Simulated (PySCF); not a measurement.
# C4H8OSi: the cost of one run

Programs: PySCF 2.14.0, with density-fitted response routines of our own. Each step states its level of theory. These are calculated values for one molecule in the gas phase, unless marked as measured. Atoms count from 0, in the outputs and in this text.

## 1. The starting structure

14 atoms, charge 0, multiplicity 1; geometry from: PBE0-D3(BJ)/def2-SVP.

Bonds of the start (Å): C0–C1 1.51, C1–O2 1.21, C1–Si3 1.92, Si3–C4 1.87, C4–C5 1.53, C5–Si3 1.87, C0–H6 1.10, C0–H7 1.10, C0–H8 1.10, Si3–H9 1.48, C4–H10 1.10, C4–H11 1.10, C5–H12 1.10, C5–H13 1.10.

## 2. Shielding tensors: HF/pcSseg-1

What the job is given:

```
{"job": {"kind": "nmr", "xc": "HF", "basis": "pcSseg-1", "pop": false}, "charge": 0, "multiplicity": 1}
C      1.959106    -0.008906    -0.323229
C      1.421926    -0.049136     1.084641
O      2.146019    -0.104672     2.053729
Si    -0.473644    -0.022366     1.362907
C     -1.573078     0.795275     0.089310
C     -1.593919    -0.730014     0.041471
H      1.550809     0.856664    -0.868870
H      1.642397    -0.912928    -0.868467
H      3.056441     0.042038    -0.300058
H     -0.889784    -0.058528     2.784365
H     -2.484764     1.292713     0.438617
H     -1.112030     1.318568    -0.755786
H     -1.138768    -1.210515    -0.831829
H     -2.519202    -1.225643     0.355610
```

Level: GIAO HF/pcSseg-1 NMR shielding, non-relativistic, gas phase.

On the command line:

```bash
$ OMP_NUM_THREADS=1 python probes_run.py task.json out
```

The driver reads the jobs from task.json and runs them one after another.

Q: Estimate the wall time and peak memory of this first job on 1 thread of Arm Neoverse V2, shared host.

About 5.3 s, with a peak of 0.82 GiB.
